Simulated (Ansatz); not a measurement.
Geometry optimisation, DFT PBE, scalar-relativistic, plane waves, PAW in Ansatz 0.2.0.

Input file:

```yaml
crystal:
  lattice:
    - [-2.45575, 4.253484, 5.4038]
    - [4.9115, 0.0, 5.4038]
    - [4.9115, 8.506968, 0.0]
  atoms:
    - { symbol: Si, position: [0.84848332, 0.31818335, 0.07575831] }
    - { symbol: Si, position: [0.65151663, 0.1818167, 0.90909162] }
    - { symbol: Si, position: [0.24999999, 0.25000001, 0.14014999] }
    - { symbol: O, position: [0.0697, 0.2158, 0.09874999] }
    - { symbol: O, position: [0.1827333, 0.76943336, 0.98168329] }
    - { symbol: O, position: [0.17581666, 0.44301667, 0.20544165] }
    - { symbol: O, position: [0.43029997, 0.28420003, 0.99149995] }
    - { symbol: O, position: [0.31726666, 0.73056668, 0.20776665] }
    - { symbol: O, position: [0.32418332, 0.05698334, 0.26485832] }
    - { symbol: Si, position: [0.84848331, 0.31818336, 0.57575829] }
    - { symbol: Si, position: [0.65151665, 0.18181669, 0.40909164] }
    - { symbol: Si, position: [0.24999998, 0.25000002, 0.64014997] }
    - { symbol: O, position: [0.06969998, 0.21580002, 0.59874997] }
    - { symbol: O, position: [0.18273332, 0.76943335, 0.48168331] }
    - { symbol: O, position: [0.17581665, 0.44301669, 0.70544163] }
    - { symbol: O, position: [0.43029998, 0.28420002, 0.49149997] }
    - { symbol: O, position: [0.31726664, 0.73056669, 0.70776663] }
    - { symbol: O, position: [0.32418331, 0.05698336, 0.7648583] }
    - { symbol: Si, position: [0.34848332, 0.81818335, 0.32575831] }
    - { symbol: Si, position: [0.15151666, 0.68181667, 0.15909166] }
    - { symbol: Si, position: [0.74999998, 0.75000002, 0.39014997] }
    - { symbol: O, position: [0.56969998, 0.71580002, 0.34874997] }
    - { symbol: O, position: [0.68273332, 0.26943335, 0.23168331] }
    - { symbol: O, position: [0.67581665, 0.94301669, 0.45544163] }
    - { symbol: O, position: [0.93029998, 0.78420002, 0.24149997] }
    - { symbol: O, position: [0.81726664, 0.23056669, 0.45776663] }
    - { symbol: O, position: [0.82418331, 0.55698336, 0.5148583] }
    - { symbol: Si, position: [0.34848331, 0.81818336, 0.82575829] }
    - { symbol: Si, position: [0.15151665, 0.68181669, 0.65909164] }
    - { symbol: Si, position: [0.74999997, 0.75000003, 0.89014995] }
    - { symbol: O, position: [0.56969997, 0.71580003, 0.84874995] }
    - { symbol: O, position: [0.6827333, 0.26943336, 0.73168329] }
    - { symbol: O, position: [0.67581663, 0.9430167, 0.95544161] }
    - { symbol: O, position: [0.93029997, 0.78420003, 0.74149995] }
    - { symbol: O, position: [0.81726663, 0.2305667, 0.95776661] }
    - { symbol: O, position: [0.82418332, 0.55698334, 0.01485832] }
    - { symbol: Ti, position: [0.9509911, 0.024116, 0.30597539] }
basis:
  ecutwfc: 420.0
kpoints:
  mp_grid: { grid: [2, 2, 1] }
hamiltonian:
  xc: pbe
  pseudopotentials: { kind: paw, azcp: { folder: soft_1 } }
scf:
  occupations: { method: fermi_dirac, width: 0.02 }
  lower_state_search: "off"
relax:
  f_tol: 0.03
  max_steps: 60
  adjacent_minimum: "off"
```

Run as:

```bash
$ ansatz run input.yaml --threads 2 --pin off --max-ram 5120MiB --backend cpu --events-out ev --progress --plain --runs-dir out
```

Task: Where does it end, and by what steps?

Result: It converged. The force dipped under the threshold on the way, but the program's further checks kept it going. Limits of this set-up: coarse k mesh, a small cell, in which the defect meets its images. After 24 steps the energy has fallen by 4.163 eV; O9 moved furthest, 1.02 Å. Parted: Si3–O4 (1.61 → 2.58 Å). Joined: Si3–Si19 (3.06 → 2.47 Å).

```
step  energy less start (eV)  largest force component (eV/Å)  accepted
   0                  0.0000                           2.784       yes
   1                 -0.7442                           1.972       yes
   2                 -1.4901                           0.829       yes
   3                 -1.9417                           0.469       yes
   4                 -2.0479                           0.636       yes
   5                 -2.2443                           0.873       yes
   6                 -2.4973                           0.911       yes
   7                 -2.8464                           1.175       yes
   8                 -3.1629                           1.112       yes
   9                 -3.2835                           1.231       yes
  10                 -3.4416                           1.050       yes
  11                 -3.6995                           0.890       yes
  12                 -3.8026                           0.438       yes
  13                 -3.9157                           1.055       yes
  14                 -3.9828                           0.305       yes
  15                 -4.0602                           0.768       yes
  16                 -4.0998                           0.378       yes
  17                 -3.9857                           1.365        no
  18                 -4.1351                           0.184       yes
  19                 -4.1535                           0.251       yes
  20                 -4.1579                           0.152       yes
  21                 -4.1610                           0.046       yes
  22                 -4.1614                           0.119       yes
  23                 -4.1630                           0.026       yes
  24                 -4.1630                           0.026       yes
```

```xyz
37
Lattice="-2.4558 4.2535 5.4038 4.9115 0.0000 5.4038 4.9115 8.5070 0.0000" Properties=species:S:1:pos:R:3
Si 0.032 4.025 6.167
Si 3.938 10.287 4.282
Si 1.242 2.749 2.588
O 1.320 0.880 0.810
O 7.996 9.208 5.027
O 2.642 2.863 3.455
O 5.265 10.063 3.388
O 3.483 3.181 5.905
O 0.290 4.138 2.799
Si 2.422 8.498 6.163
Si 1.393 6.086 4.452
Si 3.867 6.522 2.557
O 3.976 5.475 1.308
O 5.756 4.759 5.363
O 5.235 6.616 3.409
O 2.717 5.997 3.572
O 6.279 7.322 5.762
O 3.448 7.955 1.931
Si 4.671 4.142 6.586
Si 3.532 2.204 4.606
Si 3.662 6.560 8.077
O 3.695 5.519 6.855
O 1.219 4.687 5.242
O 5.048 6.741 8.968
O 2.615 6.343 9.365
O 1.405 7.294 5.638
O 3.311 8.008 7.434
Si 7.241 8.525 6.293
Si 6.222 6.165 4.619
Si 6.203 10.737 8.209
O 6.293 9.589 7.059
O 3.350 8.872 4.884
O 7.660 11.027 8.851
O 5.232 10.150 9.385
O 4.303 11.170 5.588
O 0.693 3.621 7.606
Ti -0.847 6.864 5.598
```

Run time: 2.1 min on 2 threads of Intel(R) Xeon(R) 6975P-C (Granite Rapids), on a shared host, peak memory 1 GiB.
